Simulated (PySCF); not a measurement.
# CGaN: NMR shieldings, spin-spin couplings, relativistic core levels, part 2 of 2

PySCF 2.14.0. Atoms count from 0. The steps go on from the part before.

### Step 9. NMR shieldings: PBE/pcJ-1 Ga:dyall-v2z, spin-free

What the job is given:

```
{"job": {"kind": "hnmr", "xc": "PBE", "basis": {"default": "pcJ-1", "Ga": "dyall-v2z"}, "rel": "sf", "two": true}, "charge": 0, "multiplicity": 1}
N     -1.410982    -0.399833     0.096193
C     -0.289839    -0.094009     0.010406
Ga     1.706757     0.459112    -0.125779
```

Level: PBE/pcJ-1 Ga:dyall-v2z GIAO NMR shielding, X2C without spin-orbit coupling but with the spin-dependent field terms, Gaussian nuclei, gas phase.

What it wrote:

```text
spin-free SCF
coarse grid: 17720 points
cycle   1  E = -2036.3474640219  dE =  9.718e-02  |g| = 7.554e-01  |ddm| = 1.663e+00
cycle   2  E = -2035.6086054999  dE =  7.389e-01  |g| = 2.033e+00  |ddm| = 1.534e+00
cycle   3  E = -2036.3738757272  dE = -7.653e-01  |g| = 4.938e-01  |ddm| = 1.310e+00
cycle   4  E = -2036.4105540909  dE = -3.668e-02  |g| = 2.173e-01  |ddm| = 3.246e-01
cycle   5  E = -2036.4179822358  dE = -7.428e-03  |g| = 9.431e-02  |ddm| = 2.016e-01
cycle   6  E = -2036.4204933850  dE = -2.511e-03  |g| = 1.562e-02  |ddm| = 9.813e-02
cycle   7  E = -2036.4205579860  dE = -6.460e-05  |g| = 1.869e-03  |ddm| = 1.464e-02
cycle   8  E = -2036.4205583846  dE = -3.987e-07  |g| = 2.620e-04  |ddm| = 1.896e-03
final grid: 35496 points
cycle   9  E = -2036.4207194546  dE =  7.021e-09  |g| = 9.887e-04  |ddm| = 5.564e-04
cycle  10  E = -2036.4207182081  dE =  1.246e-06  |g| = 2.596e-03  |ddm| = 1.578e-03
cycle  11  E = -2036.4207194999  dE = -1.292e-06  |g| = 5.348e-04  |ddm| = 1.444e-03
cycle  12  E = -2036.4207195479  dE = -4.795e-08  |g| = 3.294e-04  |ddm| = 3.255e-04
cycle  13  E = -2036.4207195569  dE = -8.967e-09  |g| = 1.254e-05  |ddm| = 9.075e-05
converged SCF energy = -2036.4207195569
two-component SCF
cycle   1  E = -2036.4207195568  dE = -2.036e+03  |FDS-SDF| = 1.254e-05
cycle   2  E = -2036.4207195567  dE =  9.368e-11  |FDS-SDF| = 2.343e-05
converged, E = -2036.4207195567

Field gradients (au) and densities at the nuclei (bohr^-3)
atom        Vxx        Vyy        Vzz        centre      nuclear mean
  0 N      0.5509     0.5510    -1.1019        205.865        205.860
  1 C      0.2477     0.2478    -0.4955        126.703        126.701
  2 Ga     1.4834     1.4835    -2.9669      26095.944      26073.475
without picture change
  2 Ga                          -3.0427                     39468.777

Core orbital energies (eV)
atom   shell        mean    spread
  2 Ga 1s       -10220.048   0.000
  2 Ga 2s        -1261.821   0.000
  2 Ga 3s         -148.662   0.000
  2 Ga 2p1/2     -1098.545   0.000
  2 Ga 2p3/2     -1098.508   0.074
  2 Ga 3p1/2       -99.526   0.000
  2 Ga 3p3/2       -99.417   0.218
  2 Ga 3d3/2       -19.935   0.000
  2 Ga 3d5/2       -19.787   0.057

Shielding tensors (ppm)
atom      isotropic    diamagn.    paramagn.     s11        s22        s33       span
  0 N       -31.62      338.83     -370.44    -219.59    -219.58     344.32     563.92
  1 C        36.29      255.41     -219.12     -89.03     -89.03     286.93     375.96
  2 Ga     1824.34     2537.60     -713.26    1311.25    1311.29    2850.49    1539.25
```

Run time: 6.6 s. Hardware: 1 thread of Arm Neoverse V1, shared host; peak memory 0.62 GiB.

### Step 10. Spin-spin couplings: PBE/pcJ-1 Ga:dyall-v2z, spin-free

What the job is given:

```
{"job": {"kind": "hj", "xc": "PBE", "basis": {"default": "pcJ-1", "Ga": "dyall-v2z"}, "rel": "sf", "atoms": [2]}, "charge": 0, "multiplicity": 1}
N     -1.410982    -0.399833     0.096193
C     -0.289839    -0.094009     0.010406
Ga     1.706757     0.459112    -0.125779
```

Level: PBE/pcJ-1 Ga:dyall-v2z indirect spin-spin coupling, X2C without spin-orbit coupling, Gaussian nuclei, gas phase.

What it wrote:

```text
spin-free SCF
coarse grid: 17720 points
cycle   1  E = -2036.3474640219  dE =  9.718e-02  |g| = 7.554e-01  |ddm| = 1.663e+00
cycle   2  E = -2035.6086054999  dE =  7.389e-01  |g| = 2.033e+00  |ddm| = 1.534e+00
cycle   3  E = -2036.3738757272  dE = -7.653e-01  |g| = 4.938e-01  |ddm| = 1.310e+00
cycle   4  E = -2036.4105540909  dE = -3.668e-02  |g| = 2.173e-01  |ddm| = 3.246e-01
cycle   5  E = -2036.4179822358  dE = -7.428e-03  |g| = 9.431e-02  |ddm| = 2.016e-01
cycle   6  E = -2036.4204933850  dE = -2.511e-03  |g| = 1.562e-02  |ddm| = 9.813e-02
cycle   7  E = -2036.4205579860  dE = -6.460e-05  |g| = 1.869e-03  |ddm| = 1.464e-02
cycle   8  E = -2036.4205583846  dE = -3.987e-07  |g| = 2.620e-04  |ddm| = 1.896e-03
final grid: 35496 points
cycle   9  E = -2036.4207194546  dE =  7.021e-09  |g| = 9.887e-04  |ddm| = 5.564e-04
cycle  10  E = -2036.4207182081  dE =  1.246e-06  |g| = 2.596e-03  |ddm| = 1.578e-03
cycle  11  E = -2036.4207194999  dE = -1.292e-06  |g| = 5.348e-04  |ddm| = 1.444e-03
cycle  12  E = -2036.4207195479  dE = -4.795e-08  |g| = 3.294e-04  |ddm| = 3.255e-04
cycle  13  E = -2036.4207195569  dE = -8.967e-09  |g| = 1.254e-05  |ddm| = 9.075e-05
converged SCF energy = -2036.4207195569
two-component SCF
cycle   1  E = -2036.4207195568  dE = -2.036e+03  |FDS-SDF| = 1.254e-05
cycle   2  E = -2036.4207195567  dE =  9.368e-11  |FDS-SDF| = 2.343e-05
converged, E = -2036.4207195567

Indirect spin-spin couplings
  i        j     bonds      J/Hz   K/1e19 T2/J   anisotropy/Hz
  2  69Ga   0  15N    2       -6.84       23.34        13.7
  2  69Ga   1  13C    1     -314.20     -432.11       139.4
```

Wall time 5.5 s (1 thread of Arm Neoverse V1, shared host); peak memory 0.48 GiB.

### Step 11. Relativistic core levels: PBE/pcJ-1 Ga:dyall-v2z, spin-free

What the job is given:

```
{"job": {"kind": "hxps", "xc": "PBE", "basis": {"default": "pcJ-1", "Ga": "dyall-v2z"}, "rel": "sf", "holes": [[2, "2p"]]}, "charge": 0, "multiplicity": 1}
N     -1.410982    -0.399833     0.096193
C     -0.289839    -0.094009     0.010406
Ga     1.706757     0.459112    -0.125779
```

Method: PBE/pcJ-1 Ga:dyall-v2z core ionisation, delta-SCF with one localised hole, spin-free X2C, Gaussian nuclei, gas phase.

What it wrote:

```text
spin-free SCF
coarse grid: 17720 points
cycle   1  E = -2036.3474640219  dE =  9.718e-02  |g| = 7.554e-01  |ddm| = 1.663e+00
cycle   2  E = -2035.6086054999  dE =  7.389e-01  |g| = 2.033e+00  |ddm| = 1.534e+00
cycle   3  E = -2036.3738757272  dE = -7.653e-01  |g| = 4.938e-01  |ddm| = 1.310e+00
cycle   4  E = -2036.4105540909  dE = -3.668e-02  |g| = 2.173e-01  |ddm| = 3.246e-01
cycle   5  E = -2036.4179822358  dE = -7.428e-03  |g| = 9.431e-02  |ddm| = 2.016e-01
cycle   6  E = -2036.4204933850  dE = -2.511e-03  |g| = 1.562e-02  |ddm| = 9.813e-02
cycle   7  E = -2036.4205579860  dE = -6.460e-05  |g| = 1.869e-03  |ddm| = 1.464e-02
cycle   8  E = -2036.4205583846  dE = -3.987e-07  |g| = 2.620e-04  |ddm| = 1.896e-03
final grid: 35496 points
cycle   9  E = -2036.4207194546  dE =  7.021e-09  |g| = 9.887e-04  |ddm| = 5.564e-04
cycle  10  E = -2036.4207182081  dE =  1.246e-06  |g| = 2.596e-03  |ddm| = 1.578e-03
cycle  11  E = -2036.4207194999  dE = -1.292e-06  |g| = 5.348e-04  |ddm| = 1.444e-03
cycle  12  E = -2036.4207195479  dE = -4.795e-08  |g| = 3.294e-04  |ddm| = 3.255e-04
cycle  13  E = -2036.4207195569  dE = -8.967e-09  |g| = 1.254e-05  |ddm| = 9.075e-05
converged SCF energy = -2036.4207195569
two-component SCF
cycle   1  E = -2036.4207195568  dE = -2.036e+03  |FDS-SDF| = 1.254e-05
cycle   2  E = -2036.4207195567  dE =  9.368e-11  |FDS-SDF| = 2.343e-05
converged, E = -2036.4207195567

Field gradients (au) and densities at the nuclei (bohr^-3)
atom        Vxx        Vyy        Vzz        centre      nuclear mean
  0 N      0.5509     0.5510    -1.1019        205.865        205.860
  1 C      0.2477     0.2478    -0.4955        126.703        126.701
  2 Ga     1.4834     1.4835    -2.9669      26095.944      26073.475
without picture change
  2 Ga                          -3.0427                     39468.777

Core orbital energies (eV)
atom   shell        mean    spread
  2 Ga 1s       -10220.048   0.000
  2 Ga 2s        -1261.821   0.000
  2 Ga 3s         -148.662   0.000
  2 Ga 2p1/2     -1098.545   0.000
  2 Ga 2p3/2     -1098.508   0.074
  2 Ga 3p1/2       -99.526   0.000
  2 Ga 3p3/2       -99.417   0.218
  2 Ga 3d3/2       -19.935   0.000
  2 Ga 3d5/2       -19.787   0.057

hole in 2p3/2 of atom 2
cycle   1  E = -1993.8361632571  dE = -1.994e+03  |FDS-SDF| = 6.404e+00
cycle   2  E = -1992.7492439665  dE =  1.087e+00  |FDS-SDF| = 6.971e+00
cycle   3  E = -1994.6781130720  dE = -1.929e+00  |FDS-SDF| = 1.256e+00
cycle   4  E = -1993.1928344310  dE =  1.485e+00  |FDS-SDF| = 2.250e+00
cycle   5  E = -1994.8632954812  dE = -1.670e+00  |FDS-SDF| = 4.419e-01
cycle   6  E = -1994.8918388862  dE = -2.854e-02  |FDS-SDF| = 3.035e-01
cycle   7  E = -1994.9144516988  dE = -2.261e-02  |FDS-SDF| = 6.905e-02
cycle   8  E = -1994.9158849445  dE = -1.433e-03  |FDS-SDF| = 7.750e-03
cycle   9  E = -1994.9158970799  dE = -1.214e-05  |FDS-SDF| = 1.802e-03
cycle  10  E = -1994.9158983781  dE = -1.298e-06  |FDS-SDF| = 4.433e-04
cycle  11  E = -1994.9158984367  dE = -5.857e-08  |FDS-SDF| = 2.110e-05
converged, E = -1994.9158984367

Core binding energies (eV)
atom   line    delta-SCF   -orbital   splitting
  2 Ga 2p       1129.379    1098.52         -
```

Run time: 4.5 s. Hardware: 1 thread of Arm Neoverse V1, shared host; peak memory 0.48 GiB.

### Step 12. Relativistic core levels: PBE/pcJ-1 Ga:dyall-v2z, non-relativistic

What the job is given:

```
{"job": {"kind": "hxps", "xc": "PBE", "basis": {"default": "pcJ-1", "Ga": "dyall-v2z"}, "rel": "nr", "holes": [[2, "2p"]]}, "charge": 0, "multiplicity": 1}
N     -1.410982    -0.399833     0.096193
C     -0.289839    -0.094009     0.010406
Ga     1.706757     0.459112    -0.125779
```

Level: PBE/pcJ-1 Ga:dyall-v2z core ionisation, delta-SCF with one localised hole, non-relativistic, Gaussian nuclei, gas phase.

What it wrote:

```text
non-relativistic SCF
coarse grid: 17720 points
cycle   1  E = -2017.1946376821  dE = -1.059e+01  |g| = 2.100e+00  |ddm| = 1.735e+00
cycle   2  E = -2016.2314988094  dE =  9.631e-01  |g| = 2.847e+00  |ddm| = 1.731e+00
cycle   3  E = -2016.9306777654  dE = -6.992e-01  |g| = 1.378e+00  |ddm| = 2.017e+00
cycle   4  E = -2017.1465604702  dE = -2.159e-01  |g| = 9.396e-01  |ddm| = 1.071e+00
cycle   5  E = -2017.3049151437  dE = -1.584e-01  |g| = 2.590e-01  |ddm| = 6.248e-01
cycle   6  E = -2017.3201428200  dE = -1.523e-02  |g| = 4.283e-02  |ddm| = 1.992e-01
cycle   7  E = -2017.3205326379  dE = -3.898e-04  |g| = 1.706e-02  |ddm| = 4.702e-02
cycle   8  E = -2017.3205969986  dE = -6.436e-05  |g| = 2.726e-03  |ddm| = 1.577e-02
cycle   9  E = -2017.3205983323  dE = -1.334e-06  |g| = 3.605e-04  |ddm| = 2.426e-03
final grid: 35496 points
cycle  10  E = -2017.3206156544  dE =  1.500e-07  |g| = 9.129e-04  |ddm| = 1.091e-03
cycle  11  E = -2017.3206136487  dE =  2.006e-06  |g| = 3.131e-03  |ddm| = 2.199e-03
cycle  12  E = -2017.3206158205  dE = -2.172e-06  |g| = 3.617e-04  |ddm| = 1.617e-03
cycle  13  E = -2017.3206158465  dE = -2.600e-08  |g| = 2.130e-05  |ddm| = 2.906e-04
cycle  14  E = -2017.3206158466  dE = -7.958e-11  |g| = 1.172e-05  |ddm| = 3.579e-05
converged SCF energy = -2017.3206158466
two-component SCF
cycle   1  E = -2017.3206158466  dE = -2.017e+03  |FDS-SDF| = 1.172e-05
cycle   2  E = -2017.3206158466  dE =  3.092e-11  |FDS-SDF| = 2.217e-05
converged, E = -2017.3206158466

Field gradients (au) and densities at the nuclei (bohr^-3)
atom        Vxx        Vyy        Vzz        centre      nuclear mean
  0 N      0.5525     0.5525    -1.1051        204.561        204.554
  1 C      0.2475     0.2475    -0.4950        126.118        126.116
  2 Ga     1.4356     1.4356    -2.8712      20187.237      20176.112

Core orbital energies (eV)
atom   shell        mean    spread
  2 Ga 1s       -10092.110   0.000
  2 Ga 2s        -1232.704   0.000
  2 Ga 3s         -143.936   0.000
  2 Ga 2p1/2     -1092.254   0.000
  2 Ga 2p3/2     -1092.216   0.076
  2 Ga 3p1/2       -98.453   0.000
  2 Ga 3p3/2       -98.343   0.221
  2 Ga 3d3/2       -20.536   0.000
  2 Ga 3d5/2       -20.384   0.048

hole in 2p3/2 of atom 2
cycle   1  E = -1974.9863169503  dE = -1.975e+03  |FDS-SDF| = 6.344e+00
cycle   2  E = -1973.9402203334  dE =  1.046e+00  |FDS-SDF| = 6.880e+00
cycle   3  E = -1975.8305277124  dE = -1.890e+00  |FDS-SDF| = 1.214e+00
cycle   4  E = -1974.3806451283  dE =  1.450e+00  |FDS-SDF| = 2.214e+00
cycle   5  E = -1976.0075245080  dE = -1.627e+00  |FDS-SDF| = 4.236e-01
cycle   6  E = -1976.0341547309  dE = -2.663e-02  |FDS-SDF| = 2.941e-01
cycle   7  E = -1976.0549669889  dE = -2.081e-02  |FDS-SDF| = 6.764e-02
cycle   8  E = -1976.0563583435  dE = -1.391e-03  |FDS-SDF| = 7.478e-03
cycle   9  E = -1976.0563705777  dE = -1.223e-05  |FDS-SDF| = 1.802e-03
cycle  10  E = -1976.0563719203  dE = -1.343e-06  |FDS-SDF| = 3.924e-04
cycle  11  E = -1976.0563719659  dE = -4.564e-08  |FDS-SDF| = 1.714e-05
converged, E = -1976.0563719659

Core binding energies (eV)
atom   line    delta-SCF   -orbital   splitting
  2 Ga 2p       1122.832    1092.23         -
```

Wall time 3.9 s (1 thread of Arm Neoverse V1, shared host); peak memory 0.48 GiB.

### Step 13. NMR shieldings: PBE/pcJ-1 Ga:dyall-v2z (no two-electron spin-orbit screening), spin–orbit

What the job is given:

```
{"job": {"kind": "hnmr", "xc": "PBE", "basis": {"default": "pcJ-1", "Ga": "dyall-v2z"}, "rel": "so", "snso": false}, "charge": 0, "multiplicity": 1}
N     -1.410982    -0.399833     0.096193
C     -0.289839    -0.094009     0.010406
Ga     1.706757     0.459112    -0.125779
```

With the program's defaults for keys left out, this is: PBE/pcJ-1 Ga:dyall-v2z GIAO NMR shielding, X2C with spin-orbit coupling, one-electron part alone, Gaussian nuclei, gas phase.

What it wrote:

```text
spin-free SCF
coarse grid: 17720 points
cycle   1  E = -2036.3474640219  dE =  9.718e-02  |g| = 7.554e-01  |ddm| = 1.663e+00
cycle   2  E = -2035.6086054999  dE =  7.389e-01  |g| = 2.033e+00  |ddm| = 1.534e+00
cycle   3  E = -2036.3738757272  dE = -7.653e-01  |g| = 4.938e-01  |ddm| = 1.310e+00
cycle   4  E = -2036.4105540909  dE = -3.668e-02  |g| = 2.173e-01  |ddm| = 3.246e-01
cycle   5  E = -2036.4179822358  dE = -7.428e-03  |g| = 9.431e-02  |ddm| = 2.016e-01
cycle   6  E = -2036.4204933850  dE = -2.511e-03  |g| = 1.562e-02  |ddm| = 9.813e-02
cycle   7  E = -2036.4205579860  dE = -6.460e-05  |g| = 1.869e-03  |ddm| = 1.464e-02
cycle   8  E = -2036.4205583846  dE = -3.987e-07  |g| = 2.620e-04  |ddm| = 1.896e-03
final grid: 35496 points
cycle   9  E = -2036.4207194546  dE =  7.021e-09  |g| = 9.887e-04  |ddm| = 5.564e-04
cycle  10  E = -2036.4207182081  dE =  1.246e-06  |g| = 2.596e-03  |ddm| = 1.578e-03
cycle  11  E = -2036.4207194999  dE = -1.292e-06  |g| = 5.348e-04  |ddm| = 1.444e-03
cycle  12  E = -2036.4207195479  dE = -4.795e-08  |g| = 3.294e-04  |ddm| = 3.255e-04
cycle  13  E = -2036.4207195569  dE = -8.967e-09  |g| = 1.254e-05  |ddm| = 9.075e-05
converged SCF energy = -2036.4207195569
two-component SCF
cycle   1  E = -2036.3860249600  dE = -2.036e+03  |FDS-SDF| = 1.401e+01
cycle   2  E = -2036.4609114867  dE = -7.489e-02  |FDS-SDF| = 4.594e-03
cycle   3  E = -2036.4609115037  dE = -1.697e-08  |FDS-SDF| = 1.438e-03
cycle   4  E = -2036.4609114538  dE =  4.992e-08  |FDS-SDF| = 1.498e-03
cycle   5  E = -2036.4609115821  dE = -1.283e-07  |FDS-SDF| = 1.120e-04
cycle   6  E = -2036.4609115812  dE =  8.613e-10  |FDS-SDF| = 8.971e-05
converged, E = -2036.4609115812

Field gradients (au) and densities at the nuclei (bohr^-3)
atom        Vxx        Vyy        Vzz        centre      nuclear mean
  0 N      0.5508     0.5508    -1.1017        205.865        205.860
  1 C      0.2476     0.2477    -0.4953        126.703        126.701
  2 Ga     1.4839     1.4840    -2.9679      26097.275      26074.807
without picture change
  2 Ga                          -3.0437                     39468.537

Core orbital energies (eV)
atom   shell        mean    spread
  2 Ga 1s       -10219.947   0.000
  2 Ga 2s        -1261.805   0.000
  2 Ga 3s         -148.662   0.000
  2 Ga 2p1/2     -1118.135   0.000
  2 Ga 2p3/2     -1088.915   0.050
  2 Ga 3p1/2      -102.048   0.000
  2 Ga 3p3/2       -98.190   0.149
  2 Ga 3d3/2       -20.241   0.118
  2 Ga 3d5/2       -19.587   0.139

Shielding tensors (ppm)
atom      isotropic    diamagn.    paramagn.     s11        s22        s33       span
  0 N       -31.23      338.81     -370.04    -218.26    -218.25     342.81     561.07
  1 C        18.65      255.35     -236.70    -115.15    -115.15     286.25     401.40
  2 Ga     1753.19     2539.48     -786.29    1196.54    1196.57    2866.45    1669.91
```

Run time: 7.5 s. Hardware: 1 thread of Arm Neoverse V1, shared host; peak memory 0.62 GiB.

Key values:

| quantity | value |
| --- | --- |
| energy from spin-orbit coupling | -0.0402 Eh |

### Step 14. Shieldings side by side

| run | Ga2 | C1 | N0 | time |
| --- | --- | --- | --- | --- |
| step 3, PBE/pcJ-1 Ga:dyall-v2z, spin–orbit | 1757.7 | 20.0 | -31.2 | 9.1 s |
| step 6, PBE/pcJ-1 Ga:dyall-v2z, non-relativistic | 1625.3 | 35.9 | -34.1 | 2.5 s |
| step 8, PBE/pcJ-1 Ga:dyall-v2z, spin-free | 1645.5 | 35.0 | -33.7 | 3 s |
| step 9, PBE/pcJ-1 Ga:dyall-v2z, spin-free with spin-dependent field terms | 1824.3 | 36.3 | -31.6 | 6.6 s |
| step 13, PBE/pcJ-1 Ga:dyall-v2z (no two-electron spin-orbit screening), spin–orbit (one-electron part alone) | 1753.2 | 18.7 | -31.2 | 7.5 s |

### Step 15. What came out

This closing draws on all 2 parts.

```
                                                                                                                                      quantity                                      value
                                                                                                                                   point group                                      Cinfv
                                                                                                          rotational constants (main isotopes)                             3.44, 3.44 GHz
                                                                  energy from spin-orbit coupling (step 3, PBE/pcJ-1 Ga:dyall-v2z, spin–orbit)                                 -0.0349 Eh
                                                                                       shieldings (step 3, PBE/pcJ-1 Ga:dyall-v2z, spin–orbit)          N0 -31.2, C1 20.0, Ga2 1757.7 ppm
                                                                  energy from spin-orbit coupling (step 4, PBE/pcJ-1 Ga:dyall-v2z, spin–orbit)                                 -0.0349 Eh
                                                                         largest reduced coupling (step 4, PBE/pcJ-1 Ga:dyall-v2z, spin–orbit)  Ga2–C1: J = -321.5 Hz, K = -442·10¹⁹ T²/J
                                                                         Ga2 2p3/2 binding energy (step 5, PBE/pcJ-1 Ga:dyall-v2z, spin–orbit)                 1120.7 eV, 2p1/2 1148.0 eV
                                                                  energy from spin-orbit coupling (step 5, PBE/pcJ-1 Ga:dyall-v2z, spin–orbit)                                 -0.0349 Eh
                                                                                 shieldings (step 6, PBE/pcJ-1 Ga:dyall-v2z, non-relativistic)          N0 -34.1, C1 35.9, Ga2 1625.3 ppm
                                                                   largest reduced coupling (step 7, PBE/pcJ-1 Ga:dyall-v2z, non-relativistic)  Ga2–C1: J = -280.3 Hz, K = -385·10¹⁹ T²/J
                                                                                        shieldings (step 8, PBE/pcJ-1 Ga:dyall-v2z, spin-free)          N0 -33.7, C1 35.0, Ga2 1645.5 ppm
                                                        shieldings (step 9, PBE/pcJ-1 Ga:dyall-v2z, spin-free with spin-dependent field terms)          N0 -31.6, C1 36.3, Ga2 1824.3 ppm
                                                                         largest reduced coupling (step 10, PBE/pcJ-1 Ga:dyall-v2z, spin-free)  Ga2–C1: J = -314.2 Hz, K = -432·10¹⁹ T²/J
                                                                            Ga2 2p binding energy (step 11, PBE/pcJ-1 Ga:dyall-v2z, spin-free)                                  1129.4 eV
                                                                     Ga2 2p binding energy (step 12, PBE/pcJ-1 Ga:dyall-v2z, non-relativistic)                                  1122.8 eV
energy from spin-orbit coupling (step 13, PBE/pcJ-1 Ga:dyall-v2z (no two-electron spin-orbit screening), spin–orbit (one-electron part alone))                                 -0.0402 Eh
                     shieldings (step 13, PBE/pcJ-1 Ga:dyall-v2z (no two-electron spin-orbit screening), spin–orbit (one-electron part alone))          N0 -31.2, C1 18.7, Ga2 1753.2 ppm
```

In words: The optimisation took 8 steps and gained 0.070 eV; among the close pairs (by a distance rule), C1–Ga2 changed most, from 2.116 to 2.076 Å. In step 3, Ga2 has the widest tensor, 1662 ppm. Ga2 moves most between the runs, by 199 ppm; the labels say what changes from run to run.
